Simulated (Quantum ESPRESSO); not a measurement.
**Cu under changes of volume**

One of the cells (11.810 Å³/atom); the others are scaled copies at fixed shape and fractional positions:

```
Cu
1.0
     0.00000    1.80750    1.80750
     1.80750    0.00000    1.80750
     1.80750    1.80750    0.00000
Cu
1
Direct
  0.00000 0.00000 0.00000
```

| Item | Value |
| --- | --- |
| Program | Quantum ESPRESSO 7.5 |
| Functional | PBEsol |
| Potentials or basis | GBRV 1.5 PBEsol |
| Cutoff | 762 eV |
| Density cutoff | 6095 eV |
| k mesh | 13 × 13 × 13 |
| Occupations | fermi-dirac, width 0.05 eV |
| Spin | no spin polarisation |

```csv
volume (Å³/atom),energy over the lowest point (meV/atom),pressure (GPa)
11.102,2.95,3.4
11.338,0.00,-0.4
11.574,?,?
11.810,9.03,-6.6
12.047,19.89,-9.1
12.283,34.33,-11.4
12.519,51.94,-13.3
```

Problem. What does the run at 11.574 Å³/atom give?

Solution. Energy over the lowest point 2.22 meV/atom; pressure -3.7 GPa.

Worked out: A Birch-Murnaghan fit of order 3 (a polynomial in V^(-2/3)) to the other rows has its minimum at 11.35 Å³/atom with B0 = V·E''(V) = 167 GPa and B' = 4.8. It gives 2.23 meV/atom at 11.574 Å³/atom, against the run's 2.22, and -dE/dV = -3.1 GPa, against -3.7.

Energies are extrapolated to zero smearing.
